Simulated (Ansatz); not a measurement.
TiAs:

```
CELL_PARAMETERS angstrom
3.58633 0.00000 0.00000
0.00000 3.58633 0.00000
0.00000 0.00000 2.80932
ATOMIC_POSITIONS crystal
Ti 0.00000 0.00000 0.00000
As 0.50000 0.50000 0.00000
```

The cell was built by a generator and needn't be a form met in nature.

| Property | Result |
| --- | --- |
| Program | Ansatz 0.2.0 |
| Task | relaxation of cell and atoms |
| Functional | HSE03 |
| Potentials or basis | Ansatz PAW |
| Cutoff | 420 eV (not typed: the program's choice for these potentials) |
| k mesh | 4 × 4 × 5 |
| Occupations | fermi-dirac, width 0.05 eV |
| Spin | no spin polarisation |

At the start: volume 18.07 Å³/atom.

Q: How do energy, volume and symmetry change on relaxing?

A: It ends after 6 steps and the volume is 19.04 Å³/atom (+5.4 %); space group P4/mmm (No. 123, to 0.05 Å).

The path:
```
step  energy change (eV)  largest force (eV/Å)  volume (Å³)
   1              0.0000                0.0000        36.13
   2             -0.0781                0.0000        37.77
   3             -0.0805                0.0000        37.99
   4             -0.0805                0.0000        38.09
   5             -0.0805                0.0000        38.08
   6             -0.0811                0.0000        38.08
```

Final structure:
```cif
data_structure
_symmetry_space_group_name_H-M 'P 1'
_symmetry_Int_Tables_number 1
_cell_length_a 3.5763
_cell_length_b 3.5763
_cell_length_c 2.9774
_cell_angle_alpha 90.000
_cell_angle_beta 90.000
_cell_angle_gamma 90.000
_cell_volume 38.08
loop_
_atom_site_label
_atom_site_type_symbol
_atom_site_fract_x
_atom_site_fract_y
_atom_site_fract_z
_atom_site_occupancy
Ti1 Ti 0.00000 0.00000 0.00000 1
As1 As 0.50000 0.50000 0.00000 1
```

Caveat: the k mesh is coarse (spacing up to 0.45 Å⁻¹), so the values aren't converged, least of all with exact exchange; the plane-wave basis is chosen anew once the cell has moved, so the energies of steps on either side of that aren't comparable; the PAW data sets come from PBE, with cores solved anew for the run's functional, which leaves a small shift of forces and pressure.
